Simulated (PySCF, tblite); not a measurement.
# C4H5F3O3S: geometry, infrared bands and NMR shifts

Wanted: the infrared bands and NMR shifts of C4H5F3O3S (`O=[S@@]1OC[C@H](CC(F)(F)F)O1`), by calculation.

Computed with tblite 0.8.0 and PySCF 2.14.0, with density-fitted response routines of our own, on a single molecule in the gas phase. Atoms are numbered from 0 throughout.

## 1. The molecule as given

16 atoms, charge 0, multiplicity 1; geometry from: force field or distance geometry start.

Bonds of the start (Å): O0–S1 1.50, S1–O2 1.61, O2–C3 1.41, C3–C4 1.52, C4–C5 1.51, C5–C6 1.51, C6–F7 1.36, C6–F8 1.34, C6–F9 1.35, C4–O10 1.43, O10–S1 1.62, C3–H11 1.11, C3–H12 1.07, C4–H13 1.10, C5–H14 1.09, C5–H15 1.11.

## 2. Optimising the geometry with GFN2-xTB

Job settings and geometry (Å):

```
{"job": {"kind": "relax", "xc": "GFN2-xTB", "basis": "xTB"}, "charge": 0, "multiplicity": 1}
O     -3.436700     0.273900     1.402400
S     -2.501600     1.283000     0.810500
O     -2.160300     0.785600    -0.682100
C     -1.005400    -0.020600    -0.678000
C     -0.128600     0.604600     0.399800
C      0.952400    -0.299100     0.951000
C      1.975500    -0.668800    -0.094300
F      2.977100    -1.399500     0.452600
F      2.526900     0.425300    -0.646400
F      1.412100    -1.402000    -1.074300
O     -1.043600     0.940500     1.439600
H     -1.302500    -1.057300    -0.416400
H     -0.543100    -0.019300    -1.648200
H      0.309700     1.545100     0.022100
H      0.508100    -1.194300     1.386500
H      1.452500     0.212100     1.800000
```

Run with:

```console
> OMP_NUM_THREADS=1 python probes_run.py task.json out
```

The driver reads the jobs from task.json and runs them one after another.

**Question.** This job is followed by: GFN2-xTB harmonic vibrations, gas phase; GIAO PBE0/pcSseg-1 NMR shielding, non-relativistic, gas phase. What will the session give for the following? strongest single infrared mode (GFN2-xTB); zero-point energy (GFN2-xTB); 13C shifts against TMS (PBE0/pcSseg-1); 1H shifts against TMS (PBE0/pcSseg-1); 17O shifts against H2O (PBE0/pcSseg-1); 33S shifts against CS2 (PBE0/pcSseg-1); 19F shifts against CFCl3 (PBE0/pcSseg-1, means over atoms taken as alike); surface potential, 1st and 99th percentile.

As calculated:

| quantity | value |
| --- | --- |
| strongest single infrared mode (GFN2-xTB) | 1226 cm⁻¹, 343 km/mol |
| zero-point energy (GFN2-xTB) | 61.9 kcal/mol |
| 13C shifts against TMS (PBE0/pcSseg-1) | 133.7, 75.7, 74.0, 48.5 ppm |
| 1H shifts against TMS (PBE0/pcSseg-1) | 5.02, 4.91, 4.85, 3.20, 2.99 ppm |
| 17O shifts against H2O (PBE0/pcSseg-1) | 296.1, 233.7, 212.6 ppm |
| 33S shifts against CS2 (PBE0/pcSseg-1) | 569 ppm |
| 19F shifts against CFCl3 (PBE0/pcSseg-1, means over atoms taken as alike) | -83.2 ppm |
| surface potential, 1st and 99th percentile | -1.14 V and 1.35 V |

What this shows: The optimisation took 110 steps and gained 0.354 eV; among the close pairs (by a distance rule), O0–S1 changed most, from 1.498 to 1.433 Å. No mode is imaginary among the 42: a minimum at this level. The strongest single mode, at 1226 cm⁻¹, moves mainly O0 and S1. Unscaled tight-binding wavenumbers are off by several per cent, some by more. Its intensities can rank the bands wrongly. The most deshielded hydrogen is H13 (hydrogen on an sp3 CH bonded to O), at 5.02 ppm: its carbon carries O, an electronegative neighbour. At PBE0/pcSseg-1: The widest tensor belongs to S1: span 440 ppm, with a paramagnetic part of -1117 ppm. At PBE0/pcSseg-1, counted by nearest atom on the grid, the HOMO lies on O0 34 %; S1 16 %, the LUMO on S1 55 %; O0 17 %.
